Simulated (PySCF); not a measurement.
# SiF3 (trifluorosilyl): levels of theory compared

We compute a comparison of 6 runs (U-r2SCAN/STO-3G, UB3LYP/STO-3G, UM06-2X/STO-3G, USVWN5/STO-3G, ROCCSD(T)/STO-3G, FCI/STO-3G) of SiF3 (trifluorosilyl). 

The calculation is run with PySCF 2.14.0.

7 further runs of the same task are left out: 1 that didn't finish, 6 set aside as unsound or not needed.

## 1. The structure to begin with

SiF3 has 4 atoms, charge 0, and is taken as a doublet. As SMILES, `F[Si](F)F`. One bond was lengthened or shortened from a relaxed shape.

Bond lengths: F1–Si2 1.581 Å, Si2–F3 1.897 Å, Si2–F4 1.581 Å. Angles: F1–Si2–F3 107.9°, F1–Si2–F4 107.9°, F3–Si2–F4 107.9°.

## 2. A single-point energy at U-r2SCAN/STO-3G (run 1)

Input file job.py:

```python
from pyscf import gto, dft

mol = gto.M(
    atom=[
    ('F', (0.927134, -0.286006, 1.327402)),
    ('Si', (-0.140466, 0.434094, 0.409982)),
    ('F', (-0.994260, -0.892250, -0.644340)),
    ('F', (0.634444, 1.407264, -0.565938)),
],
    basis='sto-3g',
    verbose=3,
    max_memory=1860,
    charge=0,
    spin=1,
)

mf = dft.UKS(mol, xc='r2scan')
mf.grids.level = 5
mf.conv_tol = 1e-10
mf.kernel()
if not mf.converged:
    mf = mf.newton().run(mf.mo_coeff, mf.mo_occ)

etot = mf.e_tot
print('E(%s) = %.9f' % ('R2SCAN', etot))
```

The run is started by

```sh
OMP_NUM_THREADS=1 python job.py
```

Standard output:

```text
WARN: HOMO -0.22112129897206 >= LUMO -0.221121298972059

converged SCF energy = -581.200208625395  <S^2> = 0.75404255  2S+1 = 2.0040385
E(R2SCAN) = -581.200208625
```

Wall time 13 s (1 thread of Intel Xeon Platinum 8259CL at 2.50GHz (Skylake/Cascade Lake), shared host); peak memory 0.24 GiB.

## 3. The energy at UB3LYP/STO-3G (run 2)

Input file mol.xyz:

```xyz
4
F3Si
F      0.927134    -0.286006     1.327402
Si    -0.140466     0.434094     0.409982
F     -0.994260    -0.892250    -0.644340
F      0.634444     1.407264    -0.565938
```

Input file job.py:

```python
from pyscf import gto, dft

mol = gto.Mole()
mol.atom = 'mol.xyz'
mol.max_memory = 1860
mol.basis = 'sto-3g'
mol.verbose = 3
mol.spin = 1
mol.build()

calc0 = dft.UKS(mol)
calc0.xc = 'b3lyp'
calc0.conv_tol = 1e-10
calc0.grids.level = 5
calc0.kernel()
if not calc0.converged:
    calc0 = calc0.newton().run(calc0.mo_coeff, calc0.mo_occ)

e_tot = calc0.e_tot
print('E(%s) = %.9f' % ('B3LYP', e_tot))
```

The run is started by

```sh
OMP_NUM_THREADS=1 python job.py
```

Standard output:

```text
converged SCF energy = -581.262748893183  <S^2> = 0.75675882  2S+1 = 2.0067474
E(B3LYP) = -581.262748893
```

It took 9.6 s on 1 thread of Intel Xeon Platinum 8259CL at 2.50GHz (Skylake/Cascade Lake), shared host; peak memory 0.23 GiB.

Runs 3 to 5 aren't shown in full; the table further down has their settings and results.

## 4. The energy at FCI/STO-3G (run 6)

Input file job.py:

```python
from pyscf import gto, mcscf

mol = gto.M(
    atom='F 0.927134 -0.286006 1.327402; Si -0.140466 0.434094 0.409982; F -0.994260 -0.892250 -0.644340; F 0.634444 1.407264 -0.565938',
    spin=1,
    max_memory=1860,
    basis='sto-3g',
    verbose=3,
)

hf = mol.ROHF()
hf.conv_tol = 1e-10
hf.kernel()
if not hf.converged:
    hf = hf.newton().run(hf.mo_coeff, hf.mo_occ)

cas = mcscf.CASCI(hf, hf.mo_coeff.shape[-1] - 8, (mol.nelec[0] - 8, mol.nelec[1] - 8))  # full CI above the frozen core
cas.fix_spin_(ss=0.75)
cas.kernel()
energy = cas.e_tot
print('E = %.10f Eh' % energy)
```

The run is started by

```sh
OMP_NUM_THREADS=1 python job.py
```

Standard output:

```text
converged SCF energy = -579.683584928144
CASCI E = -579.798286894882  E(CI) = -128.947659662500  S^2 = 0.7500000
E = -579.7982868949 Eh
```

Wall time 38 s (1 thread of Intel Xeon Platinum 8259CL at 2.50GHz (Skylake/Cascade Lake), shared host); peak memory 0.34 GiB.

## 5. Overview of the runs

| run | level | integration grid | frozen core orbitals | energy (Eh) | dipole moment (D) of the reference | HOMO energy (eV) | LUMO energy (eV) | wall time |
| --- | --- | --- | --- | --- | --- | --- | --- | --- |
| 1 | U-r2SCAN/STO-3G | 5 | – | -581.200209 | 0.93 | -1.61 | 0.05 | 13 s |
| 2 | UB3LYP/STO-3G | 5 | – | -581.262749 | 0.95 | -2.52 | 0.58 | 9.6 s |
| 3 | UM06-2X/STO-3G | 5 | – | -581.294895 | 1.17 | -4.23 | 1.71 | 13 s |
| 4 | USVWN5/STO-3G | 5 | – | -578.159995 | 0.77 | -0.97 | -0.08 | 4.5 s |
| 5 | ROCCSD(T)/STO-3G | – | 8 | -579.796267 | 1.83 | – | – | 1.2 s |
| 6 | FCI/STO-3G | – | 8 | -579.798287 | 1.83 | – | – | 38 s |

## 6. Summary of results

```
                                          quantity          value
                               run 6: total energy  -579.79829 Eh
       run 6: dipole moment (Hartree–Fock density)         1.83 D
run 6: correlation energy (8 core orbitals frozen)     -114.7 mEh
```

What this shows: Against full CI in this basis: ROCCSD(T) +2.0 mEh. Over runs 1, 2, 3, 4 the dipole moment (its size) runs from 0.77 D (USVWN5/STO-3G) to 1.17 D (UM06-2X/STO-3G). Totals of different functionals can't be ranked against each other. In runs 1, 2, 3, 4, 5, 6 the basis is minimal, so the values are rough. All runs together took 78 s, the longest 38 s.
